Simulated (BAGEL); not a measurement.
**C2H7NSi (SMILES NC1C[SiH2]1): a chain of runs**

We compute the energy (HF/def2-SVP), then the energy (NEVPT2(2,2)/def2-SVP) of C2H7NSi. 

The results are computed with BAGEL 1.2.2.

2 further runs of the same task are left out: 2 set aside as unsound or not needed.

### Step 1. Starting point

C2H7NSi has 11 atoms, charge 0, and is taken as a singlet. As SMILES, `NC1C[SiH2]1`. The C2–H7 distance was set to 1.476 Å, away from the relaxed value.

Bond lengths: N1–C2 1.437 Å, C2–C3 1.539 Å, C2–Si4 1.862 Å, C3–Si4 1.848 Å, N1–H5 1.011 Å, N1–H6 1.014 Å, C3–H8 1.085 Å, C3–H9 1.086 Å, Si4–H10 1.479 Å, Si4–H11 1.476 Å. Some angles: N1–C2–C3 114.5°, N1–C2–Si4 118.4°, C3–C2–Si4 65.0°, C2–C3–Si4 65.9°, C2–Si4–C3 49.0°, C2–N1–H5 111.6°, C2–N1–H6 111.3°, C2–C3–H8 117.0°, C2–C3–H9 114.2°, Si4–C3–H8 120.5°. A long bond or contact: C2–H7 1.476 Å.

### Step 2. The energy at HF/def2-SVP (density fitting with svp-jkfit) (run 1)

Input file input.json:

```json
{ "bagel" : [

{
  "title" : "molecule",
  "basis" : "svp",
  "df_basis" : "svp-jkfit",
  "geometry" : [
    { "atom" : "N", "xyz" : [    -2.95904277,     0.98779197,    -0.68218357 ] },
    { "atom" : "C", "xyz" : [    -0.34120517,     0.53671434,    -0.11696649 ] },
    { "atom" : "C", "xyz" : [     0.12744691,    -1.55540145,     1.84891560 ] },
    { "atom" : "Si", "xyz" : [     1.16471758,    -2.37969998,    -1.38308299 ] },
    { "atom" : "H", "xyz" : [    -3.17295977,     1.86122339,    -2.36744133 ] },
    { "atom" : "H", "xyz" : [    -3.78447514,     2.07514038,     0.66273451 ] },
    { "atom" : "H", "xyz" : [     1.32545390,     2.74803973,     0.22412152 ] },
    { "atom" : "H", "xyz" : [     1.50505725,    -1.16233841,     3.31553204 ] },
    { "atom" : "H", "xyz" : [    -1.58086551,    -2.45736773,     2.53942153 ] },
    { "atom" : "H", "xyz" : [     3.89291519,    -2.34946437,    -1.98855124 ] },
    { "atom" : "H", "xyz" : [    -0.37484229,    -4.14508213,    -2.89807643 ] }
  ]
},

{
  "title" : "hf"
},

{
  "title" : "print",
  "file" : "orbitals.molden",
  "orbitals" : true
}

]}
```

Run with:

```sh
$ BAGEL_NUM_THREADS=1 BAGEL input.json > input.out
```

Standard output:

```text
* using 1 threads per process

  ===============================================================
  ===============================================================

  *** Geometry ***

  { "atom" : "N", "xyz" : [     -2.959043,      0.987792,     -0.682184 ] },
  { "atom" : "C", "xyz" : [     -0.341205,      0.536714,     -0.116966 ] },
  { "atom" : "C", "xyz" : [      0.127447,     -1.555401,      1.848916 ] },
  { "atom" : "Si", "xyz" : [      1.164718,     -2.379700,     -1.383083 ] },
  { "atom" : "H", "xyz" : [     -3.172960,      1.861223,     -2.367441 ] },
  { "atom" : "H", "xyz" : [     -3.784475,      2.075140,      0.662735 ] },
  { "atom" : "H", "xyz" : [      1.325454,      2.748040,      0.224122 ] },
  { "atom" : "H", "xyz" : [      1.505057,     -1.162338,      3.315532 ] },
  { "atom" : "H", "xyz" : [     -1.580866,     -2.457368,      2.539422 ] },
  { "atom" : "H", "xyz" : [      3.892915,     -2.349464,     -1.988551 ] },
  { "atom" : "H", "xyz" : [     -0.374842,     -4.145082,     -2.898076 ] },

  Number of auxiliary basis functions:      481

  Since a DF basis is specified, we compute 2- and 3-index integrals:
    o Being stored without compression. Storage requirement is 0.035 GB

  Number of basis functions:       95
  Number of electrons      :       40

    * METHOD: MOLECULE                             0.28

  *** RHF ***

  === Nuclear Repulsion ===
   164.2453833380

      * DIIS with orbital gradients will be used.

  === RHF iteration (svp) ===
      0       -422.69811808          0.01621420           0.08
      1       -422.83908507          0.00960499           0.08
      2       -422.88898158          0.00154695           0.08
      3       -422.89111140          0.00041620           0.08
      4       -422.89123330          0.00011037           0.08
      5       -422.89124605          0.00002820           0.08
      6       -422.89124737          0.00001090           0.07
      7       -422.89124752          0.00000343           0.06
      8       -422.89124754          0.00000117           0.06
      9       -422.89124754          0.00000040           0.07
     10       -422.89124754          0.00000018           0.07
     11       -422.89124754          0.00000006           0.06
     12       -422.89124754          0.00000003           0.06
     13       -422.89124754          0.00000001           0.07
     14       -422.89124754          0.00000000           0.06
    * SCF iteration converged.

    * Permanent dipole moment:
           (    0.026313,    -0.189729,     0.108173) a.u.

    * METHOD: HF                                   1.24

    * METHOD: PRINT                                0.03

  ===============================================================
```

It took 2 s on 1 thread of AMD EPYC 7R43 (Zen 3), shared host; peak memory 0.14 GiB.

### Step 3. The energy at NEVPT2(2,2)/def2-SVP (density fitting with svp-jkfit) (run 2)

Input file input.json:

```json
{ "bagel": [

{
  "title": "molecule",
  "basis": "svp",
  "df_basis": "svp-jkfit",
  "geometry": [
    { "atom": "N", "xyz": [ -2.95904277,  0.98779197, -0.68218357 ] },
    { "atom": "C", "xyz": [ -0.34120517,  0.53671434, -0.11696649 ] },
    { "atom": "C", "xyz": [  0.12744691, -1.55540145,  1.84891560 ] },
    { "atom": "Si", "xyz": [  1.16471758, -2.37969998, -1.38308299 ] },
    { "atom": "H", "xyz": [ -3.17295977,  1.86122339, -2.36744133 ] },
    { "atom": "H", "xyz": [ -3.78447514,  2.07514038,  0.66273451 ] },
    { "atom": "H", "xyz": [  1.32545390,  2.74803973,  0.22412152 ] },
    { "atom": "H", "xyz": [  1.50505725, -1.16233841,  3.31553204 ] },
    { "atom": "H", "xyz": [ -1.58086551, -2.45736773,  2.53942153 ] },
    { "atom": "H", "xyz": [  3.89291519, -2.34946437, -1.98855124 ] },
    { "atom": "H", "xyz": [ -0.37484229, -4.14508213, -2.89807643 ] }
  ]
},
{
  "title": "hf"
},
{
  "title": "casscf",
  "nstate": 1,
  "nact": 2,
  "nclosed": 19,
  "active": [14, 22],
  "maxiter": 200,
  "natocc": true
},
{
  "title": "nevpt2",
  "nstate": 1,
  "nact": 2,
  "nclosed": 19,
  "active": [14, 22],
  "maxiter": 200,
  "natocc": true,
  "ncore": 8
},
{
  "title": "print",
  "file": "orbitals.molden",
  "orbitals": true
}

]}
```

Run with:

```sh
$ BAGEL_NUM_THREADS=1 BAGEL input.json > input.out
```

Standard output:

```text
* using 1 threads per process

  ===============================================================
  ===============================================================

  *** Geometry ***

  { "atom" : "N", "xyz" : [     -2.959043,      0.987792,     -0.682184 ] },
  { "atom" : "C", "xyz" : [     -0.341205,      0.536714,     -0.116966 ] },
  { "atom" : "C", "xyz" : [      0.127447,     -1.555401,      1.848916 ] },
  { "atom" : "Si", "xyz" : [      1.164718,     -2.379700,     -1.383083 ] },
  { "atom" : "H", "xyz" : [     -3.172960,      1.861223,     -2.367441 ] },
  { "atom" : "H", "xyz" : [     -3.784475,      2.075140,      0.662735 ] },
  { "atom" : "H", "xyz" : [      1.325454,      2.748040,      0.224122 ] },
  { "atom" : "H", "xyz" : [      1.505057,     -1.162338,      3.315532 ] },
  { "atom" : "H", "xyz" : [     -1.580866,     -2.457368,      2.539422 ] },
  { "atom" : "H", "xyz" : [      3.892915,     -2.349464,     -1.988551 ] },
  { "atom" : "H", "xyz" : [     -0.374842,     -4.145082,     -2.898076 ] },

  Number of auxiliary basis functions:      481

  Since a DF basis is specified, we compute 2- and 3-index integrals:
    o Being stored without compression. Storage requirement is 0.035 GB

  Number of basis functions:       95
  Number of electrons      :       40

    * METHOD: MOLECULE                             0.27

  *** RHF ***

  === Nuclear Repulsion ===
   164.2453833380

      * DIIS with orbital gradients will be used.

  === RHF iteration (svp) ===
      0       -422.69811808          0.01621420           0.08
      1       -422.83908507          0.00960499           0.08
      2       -422.88898158          0.00154695           0.08
      3       -422.89111140          0.00041620           0.08
      4       -422.89123330          0.00011037           0.08
      5       -422.89124605          0.00002820           0.07
      6       -422.89124737          0.00001090           0.07
      7       -422.89124752          0.00000343           0.07
      8       -422.89124754          0.00000117           0.07
      9       -422.89124754          0.00000040           0.07
     10       -422.89124754          0.00000018           0.07
     11       -422.89124754          0.00000006           0.07
     12       -422.89124754          0.00000003           0.07
     13       -422.89124754          0.00000001           0.07
     14       -422.89124754          0.00000000           0.07
    * SCF iteration converged.

    * Permanent dipole moment:
           (    0.026313,    -0.189729,     0.108173) a.u.

    * METHOD: HF                                   1.29

  ---------------------------
      CASSCF calculation
  ---------------------------

    ==== Active orbitals : =====
         Orbital 14
         Orbital 22
    ============================

    * nstate   :      1
    * nclosed  :     19
    * nact     :      2
    * nvirt    :     74
  === CASSCF iteration (svp) ===

    * Using the second-order algorithm

      0  0      -422.89140866     3.59e-05      0.02

      1  0      -422.89279724     2.06e-04      0.30

      2  0      -422.91084969     1.47e-03      0.28

      3  0      -422.91754154     5.36e-04      0.34

      4  0      -422.91798224     8.84e-05      0.35

      5  0      -422.91798911     1.86e-05      0.36

      6  0      -422.91798931     4.71e-06      0.33

      7  0      -422.91798931     1.33e-06      0.36

      8  0      -422.91798931     3.86e-07      0.36

      9  0      -422.91798931     1.12e-07      0.36

     10  0      -422.91798931     3.28e-08      0.33

     11  0      -422.91798931     9.54e-09      0.30

    * Second-order optimization converged. *

     guess   0:   closed 1.                   open ..

  === FCI iteration ===

      0  0      -422.89037541     8.23e-02      0.00
      1  0      -422.91797218     1.67e-03      0.00
      2  0 *    -422.91798931     1.42e-16      0.00

     * ci vector, state   0, <S^2> = 0.0000
       2.     0.9861996933
       .2    -0.1655601547

    * METHOD: CASSCF                               3.83

    * freezing 8 orbitals

  === DF-NEVPT2 calculation ===

    * 3-index integral transformation done
    * assembly done

      NEVPT2 correlation energy:   -0.5312205512      0.21

          (+0)     -0.4691309182
          (+0)'    -0.0166300988
          (+1)     -0.0109337668
          (+1)'    -0.0000000000
          (+2)     -0.0003303711
          (-1)     -0.0272546309
          (-1)'     0.0000000000
          (-2)     -0.0069407654

      NEVPT2 total energy:       -423.4492098655

    * METHOD: NEVPT2                               0.34

    * METHOD: PRINT                                0.04

  ===============================================================
```

Run time: 6.3 s. Hardware: 1 thread of AMD EPYC 7R43 (Zen 3), shared host; peak memory 0.14 GiB.

### Step 4. What came out

| quantity | value |
| --- | --- |
| run 1, HF/def2-SVP: total energy | -422.89125 Eh |
| run 1, HF/def2-SVP: dipole moment | 0.56 D |
| run 1, HF/def2-SVP: HOMO energy | -8.93 eV |
| run 1, HF/def2-SVP: LUMO energy | 3.77 eV |
| run 1, HF/def2-SVP: HOMO–LUMO gap | 12.71 eV |
| run 2, NEVPT2(2,2)/def2-SVP: total energy | -423.44921 Eh |
